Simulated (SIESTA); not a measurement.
The system is KLaHf2O6.

```
CELL_PARAMETERS angstrom
0.00000 4.13107 4.13107
4.13107 0.00000 4.13107
4.13107 4.13107 0.00000
ATOMIC_POSITIONS crystal
Hf 0.75000 0.75000 0.75000
Hf 0.25000 0.25000 0.25000
La 0.50000 0.50000 0.50000
K 0.00000 0.00000 0.00000
O 0.00000 0.50000 0.00000
O 0.50000 0.00000 0.50000
O 0.50000 0.00000 0.00000
O 0.00000 0.50000 0.50000
O 0.00000 0.00000 0.50000
O 0.50000 0.50000 0.00000
```

The cell comes from a database or a generator and needn't be the stable form of this composition.

| Property | Result |
| --- | --- |
| Program | SIESTA 5.4.2 |
| Task | single point |
| Functional | PBE |
| Potentials or basis | PseudoDojo 0.4 standard (PBE files) |
| Basis | DZP (energy shift 0.003 Ry; two zetas on semicore shells; d shell added on K) |
| Grid cutoff | 800 Ry |
| Energy shift | 0.003 Ry |
| k mesh | 6 × 6 × 6 |
| Occupations | fermi-dirac, width 0.05 eV |
| Spin | no spin polarisation |

On this cell: pressure 3.3 GPa; largest force zero by symmetry; band gap on the k mesh 2.80 eV, direct.

The same run follows on a disturbed copy (atoms moved at random, drawn with an rms of 0.05 Å):

```xyz
10
Lattice="0.0000 4.1311 4.1311 4.1311 0.0000 4.1311 4.1311 4.1311 0.0000" Properties=species:S:1:pos:R:3 pbc="T T T"
Hf    6.1827    6.1721    6.2382
Hf    2.0294    2.0827    1.9890
La    4.1296    4.1675    4.1287
K     0.0000   -0.0335   -0.0244
O     2.0335   -0.0379    2.0702
O     2.0663    4.1282    2.1034
O     0.0161    2.0770    2.0487
O     4.1608    2.0447    2.0505
O     2.0619    2.0928   -0.0034
O     2.1080    2.0489    4.1522
```

What does the disturbed cell give?

The energy moves by +20.9 meV/atom; pressure 3.9 GPa; largest force 2.569 eV/Å; band gap on the k mesh 2.40 eV, direct.

Forces on the atoms (eV/Å):
```
Hf   0.163  0.596 -1.833
Hf   0.871 -0.772  2.290
La  -0.014 -0.190 -0.082
K   -0.026  0.132  0.065
O    0.067  0.983  0.016
O    0.204 -0.341  0.066
O   -0.309 -0.053  0.197
O   -1.012 -0.199 -0.191
O    0.177 -0.086  0.098
O   -0.121 -0.070 -0.628
```

Stress tensor (GPa, compression positive):
```
 3.73 -1.38  0.38
-1.38  3.42 -0.12
 0.38 -0.12  4.48
```

Caveats: short orbitals over semicore shells can move pressures by several GPa; spin-orbit coupling is left out, which moves the levels of the heavy elements; the basis of atomic orbitals isn't converged, which shifts pressures, moduli and gaps.

A k mesh can miss the band edges.
